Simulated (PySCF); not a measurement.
# C2H6BFO: the cost of one run

Programs: PySCF 2.14.0, with density-fitted response routines of our own. Each step states its level of theory. These are calculated values for one molecule in the gas phase, unless marked as measured. Atoms are numbered from 0 throughout.

### 1 The starting structure

11 atoms, charge 0, multiplicity 1; geometry from: GFN2-xTB. The atoms were then displaced at random by about 0.01 Å, so the start is not that level's minimum.

Bonds of the start (Å): B0–O1 1.36, O1–C2 1.40, C2–C3 1.48, C2–F4 1.38, B0–H5 1.15, B0–H6 1.17, C2–H7 1.10, C3–H8 1.06, C3–H9 1.12, C3–H10 1.10.

### 2 Relaxing the molecule at PBE0-D3(BJ)/def2-SVP

Job settings and geometry (Å):

```
{"job": {"xc": "PBE0", "basis": "def2-SVP", "d3": "d3bj", "grid": 1, "shake": 0.01, "kind": "geom"}, "charge": 0, "multiplicity": 1}
B      2.047740    -0.162820     0.189080
O      0.788120     0.269940     0.461110
C     -0.380960    -0.392080     0.079220
C     -1.427850     0.595410    -0.279100
F     -0.774110    -1.149450     1.158160
H      2.226180    -1.090430    -0.475280
H      2.893560     0.529260     0.615730
H     -0.153740    -1.113710    -0.723710
H     -1.166600     1.165610    -1.133630
H     -2.383710     0.050640    -0.472000
H     -1.630540     1.271790     0.564750
```

Command:

```bash
> OMP_NUM_THREADS=1 python probes_run.py task.json out
```

One launch serves the whole session: the jobs run in the order shown.

Q: Estimate the wall time and peak memory of this first job on 1 thread of Arm Neoverse N1, shared host.

About 44 s, with a peak of 0.41 GiB.
